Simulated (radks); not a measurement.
**Excited configurations of Bi⁺**

One table from this session's results is given with a row withheld; the runs are named, their logs left out.

Program: radks (a radial shooting solver on a logarithmic mesh, Libxc functionals) version 1. Level of theory: non-relativistic Kohn-Sham, TPSS, spin-polarised, spherical densities, point nucleus; open shells are filled with parallel spins first. These are calculated values, not measurements, unless marked.

## The system

```
element       : bismuth (Z = 83)
charge        : +1
electrons     : 82
configuration : [Hg] 6p2
```

Outer shells as boxes (Hund's rule):

Bi⁺
```
[Hg] core
6p [↑ ][↑ ][  ]
```

The first run:

Settings of this run:

```text
Z 83
configuration [Hg] 6p2
relativity non-relativistic
functional tpss,tpss
spin polarised
nucleus point
```

Steps of the session up to this table: Ground configuration: [Hg] 6p2.

One of the session's tables, all rows but one given; the rest of the session is left out.

It belongs to the step «Ground configuration: [Hg] 6p2». Radial moments (bohr):

```
  level     <r>  outermost maximum (interpolated)  90 % within  nodes
  5p up  0.9901                             0.898         1.42      3
5p down       ?                                 ?            ?      ?
  5d up   1.213                              1.02         1.82      2
5d down   1.206                              1.02         1.80      2
  6s up   2.396                              2.11         3.45      5
6s down   2.387                              2.08         3.47      5
  6p up   2.842                              2.45         4.15      4
6p down   2.905                              2.45         4.30      4
```

Q: Estimate the row for 5p down from the others.

As computed: <r>: 0.9895; outermost maximum (interpolated): 0.899; 90 % within: 1.42; nodes: 3. In the column «<r>» it is the lowest.

To keep in mind: Relativity is left out here, which matters for elements this heavy. Open shells are spherical and high-spin; term and fine-structure splittings are not resolved.
